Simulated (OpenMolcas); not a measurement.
# Cu³⁺ among point charges: CASSCF and CASPT2 levels and susceptibility

Aim: the splitting of the states of Cu³⁺ in the field of 4 point charges, its lowest levels with spin-orbit coupling and its magnetic susceptibility.

Method: state-averaged CASSCF and CASPT2, spin-orbit coupling by RASSI with atomic mean-field integrals. Code: OpenMolcas 26.06.

### 1 What is computed

```
Species                           : Cu³⁺ (copper, Z = 29, 26 electrons)
Basis                             : ANO-RCC-VTZP [6s5p3d2f1g], 59 functions
Scalar Hamiltonian                : DKH2, point nucleus
Inactive shells                   : 1s 2s 2p 3s 3p
Active space                      : 8 electrons in 5 orbitals (3d)
Some configurations of this space : 3d8
Orbitals                          : optimised for each spin and parity, averaged over all roots
```

The outer shells:

3d8
```
3d [↑↓][↑↓][↑↓][↑ ][↑ ]
```

The ion sits among 4 point charges of -2.5 e arranged as a square (D4h), 2.02 Å from the ion.

Each step is its own input file, run in one work folder so that later steps find the files of earlier ones. Labels, J, g values, rates, χT and fits are worked out afterwards by a script from the matrices that RASSI stores. The input lists half of the charges; inversion (Group=XYZ) makes the rest.

### 2 GATEWAY and SEWARD: basis and integrals

File a.inp:

```
&GATEWAY
Coord
1

Cu 0.0 0.0 0.0
Basis=ANO-RCC-VTZP
Group=XYZ
NoMove
AngMom=0.0 0.0 0.0
AMFI
XField
2 Angstrom 0
2.020000 0.000000 0.000000 -2.500000
0.000000 2.020000 0.000000 -2.500000
&SEWARD
```

On the command line:

```sh
$ OMP_NUM_THREADS=1 MOLCAS_MEM=1689 MOLCAS_PROJECT=a pymolcas a.inp > a.log
```

### 3 Reference wave functions, triplets of even parity, 10 roots

File a.inp:

```
&RASSCF
FileOrb=start.orb
Symmetry=1
Spin=3
nActEl=8 0 0
Inactive=3 6
Ras2=5 0
CIRoot=10 10 1
SDav=10
CIMx=300
Iter=120 100
PrWF=0.3
OrbListing=Nothing
MaxOrb=0
>>> COPY $Project.JobIph JOB001
```

start.orb holds the contracted functions of the basis, ordered by shell, or the orbitals of the step before.

### 4 Reference wave functions, singlets of even parity, 15 roots

File a.inp:

```
&RASSCF
FileOrb=start.orb
Symmetry=1
Spin=1
nActEl=8 0 0
Inactive=3 6
Ras2=5 0
CIRoot=15 15 1
SDav=15
CIMx=300
Iter=120 100
PrWF=0.3
OrbListing=Nothing
MaxOrb=0
>>> COPY $Project.JobIph JOB002
```

### 5 State interaction with spin-orbit coupling

File a.inp:

```
&RASSI
NrOfJobIphs=2 10 15
1 2 3 4 5 6 7 8 9 10
1 2 3 4 5 6 7 8 9 10 11 12 13 14 15
IphNames
JOB001
JOB002
EJob
SpinOrbit
DIPRint=1.0
SOCoupling=1000.0
Subsets=2
Property=9
'ANGMOM' 1 'ANGMOM' 2 'ANGMOM' 3 'MLTPL  1' 1 'MLTPL  1' 2 'MLTPL  1' 3
'AMFI' 1 'AMFI' 2 'AMFI' 3
SOProperty=3
'ANGMOM' 1 'ANGMOM' 2 'ANGMOM' 3
```

### 6 CASPT2: IPEA 0.25, imaginary shift 0.1 (closed shells correlated: 3s 3p)

File a.inp:

```
>>> COPY JOB001 $Project.JobIph
&CASPT2
Multistate=10 1 2 3 4 5 6 7 8 9 10
NoMult
Frozen=2 3
IPEA=0.25
Imaginary=0.1
MaxIter=60
WThr=0.0 0.3 0.05
PrWF=0.5
NoMix
>>> COPY JOB002 $Project.JobIph
&CASPT2
Multistate=15 1 2 3 4 5 6 7 8 9 10 11 12 13 14 15
NoMult
Frozen=2 3
IPEA=0.25
Imaginary=0.1
MaxIter=60
WThr=0.0 0.3 0.05
PrWF=0.5
NoMix
```

(Steps that only read results are left out.)

Q: Predict the outcome of this session. Wanted: spin-free ground state; first state of the same spin within the active space; lowest level; next level.

**Answer**, as computed:

```
                                            quantity                                                                        value
                                              method  SS-CASPT2, IPEA 0.25, imaginary shift 0.1 (closed shells correlated: 3s 3p)
                              spin-free ground state                                               3E, 2-fold in its orbital part
first state of the same spin within the active space                                                             3A2 at 1780 cm⁻¹
                                        lowest level                                                                    1-fold A1
                                          next level                                                                    22.8 cm⁻¹
                                         χT at 300 K                                                               3.24 cm³ K/mol
                           effective moment at 300 K                                                                      5.09 μB
```

Cost by method:

```tsv
method	time of its own steps	time with the reference
A. CASSCF	5.4 s	5.4 s
B. SS-CASPT2, IPEA 0.25, imaginary shift 0.1, +3s 3p	3.3 s	8.7 s
```

Times are of one thread on a shared host.

In words: The spin-free ground state (3E) comes to 100 % from free-ion F terms and keeps the highest spin of the shell. χT at 300 K is 3.24, against 1.00 cm³ K/mol for the spin alone, so orbital moment adds to it. The field of point charges can differ much from that of real complexes. Point charges carry no covalency, so the field is a model and not that of real ligands.
